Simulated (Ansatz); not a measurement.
# C: an axial (c/a) deformation path

The task, for C: look for other minima along an axial (c/a) path.

Computed with Ansatz 0.2.0 (DFT r2SCAN, scalar-relativistic, plane waves, PAW, unless a step's input says otherwise).

## 1. The system as given

It takes space group P6/mmm (No. 191, hexagonal). The conventional cell has a = 2.456 Å, b = 2.456 Å, c = 8.524 Å, α = 90.00°, β = 90.00°, γ = 120.00°. C (site symmetry -6m2) is surrounded by 3 C at 1.42 Å.

As a file:

```xyz
2
Lattice="2.4562 0.0000 0.0000 -1.2281 2.1271 0.0000 0.0000 0.0000 8.5238" Properties=species:S:1:pos:R:3 pbc="T T T"
C     0.0000    1.4181    0.0000
C     1.2281    0.7090    0.0000
```

It goes back to an entry of the Materials Project, which need not be the stable form.

The cell is taken as given, not relaxed at this level.

## 2. The reference cell

Reference values: F = -503.3022 eV; pressure -0.05 GPa; largest force 0.000 eV/Å; gap on the mesh none (metal). It was computed beforehand with the settings of the runs below.

## 3. The scan: an axial (c/a) deformation path

At fixed volume and fractional coordinates, lengths along (0.000, 0.000, 1.000) are scaled against those across it; ρ is that ratio over its starting value.

## 4. At ρ = 0.850

The input, input.yaml:

```yaml
crystal:
  lattice:
    - [2.5928982582, 0.0, 0.0]
    - [-1.2964491291, 2.245515761, 0.0]
    - [0.0, 0.0, 7.6485546243]
  atoms:
    - { symbol: C, position: [0.3333333333, 0.6666666667, 0.0] }
    - { symbol: C, position: [0.6666666667, 0.3333333333, 0.0] }
basis:
  ecutwfc: 500
kpoints:
  mp_grid: { grid: [24, 24, 6] }
hamiltonian:
  xc: r2scan
scf:
  occupations: { method: gaussian, width: 0.15 }
output:
  forces: true
  stress: true
  eigenvalues: true
```

Started as:

```bash
> ansatz run input.yaml --threads 1 --pin off --max-ram 2560MiB --backend cpu --events-out ev --progress --plain --runs-dir out
```

## 5. ρ = 1.200

input.yaml, as its differences from that of step 4:

```diff
@@ -2,5 +2,5 @@
   lattice:
-    - [2.5928982582, 0.0, 0.0]
-    - [-1.2964491291, 2.245515761, 0.0]
-    - [0.0, 0.0, 7.6485546243]
+    - [2.3113446157, 0.0, 0.0]
+    - [-1.1556723079, 2.0016831541, 0.0]
+    - [0.0, 0.0, 9.6254472778]
   atoms:
@@ -20 +20,5 @@
   eigenvalues: true
+  write_density: true
+  write_potential: true
+  elf: true
+  volumetric_format: npy
```

## 6. At ρ = 0.920

The input, input.yaml:

```yaml
crystal:
  lattice:
    - [2.525394181, 0.0, 0.0]
    - [-1.2626970905, 2.1870555153, 0.0]
    - [0.0, 0.0, 8.0629130006]
  atoms:
    - { symbol: C, position: [0.3333333333, 0.6666666667, 0.0] }
    - { symbol: C, position: [0.6666666667, 0.3333333333, 0.0] }
basis:
  ecutwfc: 500
kpoints:
  mp_grid: { grid: [24, 24, 6] }
hamiltonian:
  xc: r2scan
scf:
  occupations: { method: gaussian, width: 0.15 }
output:
  forces: true
  stress: true
  eigenvalues: true
```

## 7. ρ = 1.100

input.yaml, as its differences from that of step 6:

```diff
@@ -2,5 +2,5 @@
   lattice:
-    - [2.525394181, 0.0, 0.0]
-    - [-1.2626970905, 2.1870555153, 0.0]
-    - [0.0, 0.0, 8.0629130006]
+    - [2.379364017, 0.0, 0.0]
+    - [-1.1896820085, 2.0605896836, 0.0]
+    - [0.0, 0.0, 9.0829839262]
   atoms:
```

## 8. Point ρ = 0.960

input.yaml, as its differences from that of step 7:

```diff
@@ -2,5 +2,5 @@
   lattice:
-    - [2.379364017, 0.0, 0.0]
-    - [-1.1896820085, 2.0605896836, 0.0]
-    - [0.0, 0.0, 9.0829839262]
+    - [2.4898205103, 0.0, 0.0]
+    - [-1.2449102552, 2.1562478128, 0.0]
+    - [0.0, 0.0, 8.294959009]
   atoms:
@@ -20 +20,5 @@
   eigenvalues: true
+  write_density: true
+  write_potential: true
+  elf: true
+  volumetric_format: npy
```

## 9. ρ = 1.050

The input, input.yaml:

```yaml
crystal:
  lattice:
    - [2.4165475857, 0.0, 0.0]
    - [-1.2082737929, 2.0927915987, 0.0]
    - [0.0, 0.0, 8.8056135463]
  atoms:
    - { symbol: C, position: [0.3333333333, 0.6666666667, 0.0] }
    - { symbol: C, position: [0.6666666667, 0.3333333333, 0.0] }
basis:
  ecutwfc: 500
kpoints:
  mp_grid: { grid: [24, 24, 6] }
hamiltonian:
  xc: r2scan
scf:
  occupations: { method: gaussian, width: 0.15 }
output:
  forces: true
  stress: true
  eigenvalues: true
```

## 10. ρ = 0.800

input.yaml, as its differences from that of step 9:

```diff
@@ -2,5 +2,5 @@
   lattice:
-    - [2.4165475857, 0.0, 0.0]
-    - [-1.2082737929, 2.0927915987, 0.0]
-    - [0.0, 0.0, 8.8056135463]
+    - [2.645829101, 0.0, 0.0]
+    - [-1.3229145505, 2.2913552156, 0.0]
+    - [0.0, 0.0, 7.3455910599]
   atoms:
```

## 11. At ρ = 1.300

input.yaml, as its differences from that of step 10:

```diff
@@ -2,5 +2,5 @@
   lattice:
-    - [2.645829101, 0.0, 0.0]
-    - [-1.3229145505, 2.2913552156, 0.0]
-    - [0.0, 0.0, 7.3455910599]
+    - [2.2504912762, 0.0, 0.0]
+    - [-1.1252456381, 1.9489826162, 0.0]
+    - [0.0, 0.0, 10.1530297109]
   atoms:
```

(Steps that only read results are left out.)

Q: Predict the outcome of this session. Wanted: highest point.

The runs gave:

| quantity | value |
| --- | --- |
| highest point | 611.8 meV/atom at ρ = 1.300 |

**Reading.** The undisturbed cell stays the lowest of the sampled points. No sampled point inside the path is a dip, apart from those named. The cell holds empty space of several Å, a single layer or slab in vacuum, so volume, pressure and the long edge depend on that space.
